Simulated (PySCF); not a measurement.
# BeS−: bond curves at several levels of theory

One table from this session's results is given with a row withheld; the runs are named, their logs left out.

Method: Be aug-pcseg-1, S aug-pcseg-1, no relativity; program: PySCF 2.14.0.

1 further run of the same task is left out (set aside as unsound or not needed).

The first run:

Settings of the job:

- atoms: Be, S
- charge: -1
- basis: Be aug-pcseg-1, S aug-pcseg-1
- Hamiltonian: no relativity
- basis functions: 40
- electrons treated: 21
- masses in u: 9.0122, 31.9721
- levels: PBE0, PBE, r²SCAN, r²SCANh, BLYP, revPBE, LC-ωPBE, HF, MP2, SCS-MP2, CCSD, CCSD(T)
- grid: 80 radial by 434 angular points
- occupations: held fixed by the projection of orbital angular momentum
- dissociation limit: Be + S−, each in its ground configuration
- starting distance in angstrom: 2.045
- values of 2S to try: 1, 3

Run with:

```sh
$ OMP_NUM_THREADS=1 python dia.py task.json out
```

Steps of the session up to this table: Input; PBE0 along the bond; PBE; r²SCAN; r²SCANh (hybrid meta-GGA); BLYP (GGA); revPBE (GGA); LC-ωPBE (range-separated hybrid); UHF (mean field); Adding correlation.

One of the session's tables, all rows but one given; the rest of the session is left out.

It belongs to the step «The curves together». Energy (eV) from each level's lowest point:

| R (Å) | UHF | UHF-MP2 | UHF-SCS-MP2 | UHF-CCSD | UHF-CCSD(T) |
| --- | --- | --- | --- | --- | --- |
| 1.567 | 1.034 | 1.108 | 1.113 | n/a | n/a |
| 1.640 | 0.471 | 0.526 | 0.530 | 0.522 | 0.543 |
| 1.713 | ? | ? | ? | ? | ? |
| 1.767 | 0.036 | 0.054 | 0.055 | 0.052 | 0.059 |
| 1.822 | 0.000 | 0.000 | 0.000 | 0.000 | 0.000 |
| 1.877 | 0.028 | 0.010 | 0.008 | 0.010 | 0.003 |
| 1.950 | 0.142 | 0.097 | 0.094 | 0.098 | 0.082 |
| 2.041 | 0.370 | 0.293 | 0.286 | 0.292 | 0.263 |
| 2.150 | 0.724 | 0.610 | 0.596 | 0.599 | 0.555 |
| 2.296 | 1.245 | 1.121 | 1.092 | n/a | n/a |

**Question.** Estimate the row for R (Å) = 1.713.

Worked estimate for «UHF». A straight line through the neighbours (1.640, 0.471) and (1.767, 0.036) gives 0.471 + (0.036 − 0.471) × (1.713 − 1.640) / (1.767 − 1.640) = 0.221; a parabola fitted to 4 rows on both sides gives 0.143.

**Answer.** UHF: 0.153; UHF-MP2: 0.187; UHF-SCS-MP2: 0.189; UHF-CCSD: 0.185; UHF-CCSD(T): 0.198. In «UHF» the line misses by +0.068 and the parabola by -0.010.
